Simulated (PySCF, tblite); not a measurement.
**C4H7FSSi: geometry, infrared bands and NMR shifts**

Aim: predict the infrared bands and NMR shifts of C4H7FSSi (`F[Si@@H]1CCC(=S)C1`).

Programs: tblite 0.8.0 and PySCF 2.14.0, with density-fitted response routines of our own. Each step states its level of theory. These are calculated values for one molecule in the gas phase, unless marked as measured. Atoms count from 0, in the outputs and in this text.

## Step 1: The starting structure

14 atoms, charge 0, multiplicity 1; geometry from: force field or distance geometry start.

Bonds of the start (Å): F0–Si1 1.65, Si1–C2 1.89, C2–C3 1.53, C3–C4 1.52, C4–S5 1.42, C4–C6 1.51, C6–Si1 1.89, Si1–H7 1.46, C2–H8 1.09, C2–H9 1.11, C3–H10 1.08, C3–H11 1.09, C6–H12 1.07, C6–H13 1.09.

## Step 2: Relaxing the molecule with GFN2-xTB

The job: settings as JSON, then the geometry in Å.

```
{"job": {"kind": "relax", "xc": "GFN2-xTB", "basis": "xTB"}, "charge": 0, "multiplicity": 1}
F     -2.579800    -0.507100    -0.677900
Si    -1.319900    -0.306000     0.370300
C     -0.395400     1.307700     0.031400
C      0.887900     0.745000    -0.574500
C      1.226500    -0.453000     0.295200
S      2.320200    -0.615900     1.184900
C      0.139200    -1.450300    -0.019600
H     -1.682000    -0.381800     1.787600
H     -0.238200     1.876500     0.943400
H     -0.954500     1.898700    -0.716900
H      1.679700     1.483000    -0.616500
H      0.630700     0.339800    -1.557000
H      0.114400    -1.602900    -1.082500
H      0.170600    -2.334100     0.609900
```

Run with:

```
> OMP_NUM_THREADS=1 python probes_run.py task.json out
```

This one command runs all jobs of the session in turn.

**Question.** This job is followed by: GFN2-xTB harmonic vibrations, gas phase; GIAO PBE0/pcSseg-1 NMR shielding, non-relativistic, gas phase. What will the session give for the following? strongest single infrared mode (GFN2-xTB); zero-point energy (GFN2-xTB); 13C shifts against TMS (PBE0/pcSseg-1); 1H shifts against TMS (PBE0/pcSseg-1); 19F shifts against CFCl3 (PBE0/pcSseg-1); 29Si shifts against TMS (PBE0/pcSseg-1); 33S shifts against CS2 (PBE0/pcSseg-1).

The runs gave:

| quantity | value |
| --- | --- |
| strongest single infrared mode (GFN2-xTB) | 837 cm⁻¹, 272 km/mol |
| zero-point energy (GFN2-xTB) | 62.7 kcal/mol |
| 13C shifts against TMS (PBE0/pcSseg-1) | 279.3, 53.4, 46.7, 18.7 ppm |
| 1H shifts against TMS (PBE0/pcSseg-1) | 5.50, 3.46, 3.39, 3.21, 2.96, 1.56, 1.13 ppm |
| 19F shifts against CFCl3 (PBE0/pcSseg-1) | -198.4 ppm |
| 29Si shifts against TMS (PBE0/pcSseg-1) | 31.5 ppm |
| 33S shifts against CS2 (PBE0/pcSseg-1) | 1003 ppm |

In words: Relaxing lowered the energy by 1.604 eV in 75 steps; the close pair that moved most is C4–S5, from 1.419 to 1.621 Å. No mode is imaginary among the 36: a minimum at this level. The strongest single mode, at 837 cm⁻¹, is spread over many atoms; the largest shares are those of Si1, F0. GFN2-xTB is a fitted tight-binding method: band positions and strengths are rough. Its intensities can rank the bands wrongly. The most deshielded carbon is C4 (thiocarbonyl carbon), at 279.3 ppm: low-lying n→π* states of the double bond to the heteroatom give a large paramagnetic term (-353 ppm). At PBE0/pcSseg-1: Shielding is most anisotropic at S5 (span 2291 ppm, paramagnetic term -1556 ppm).
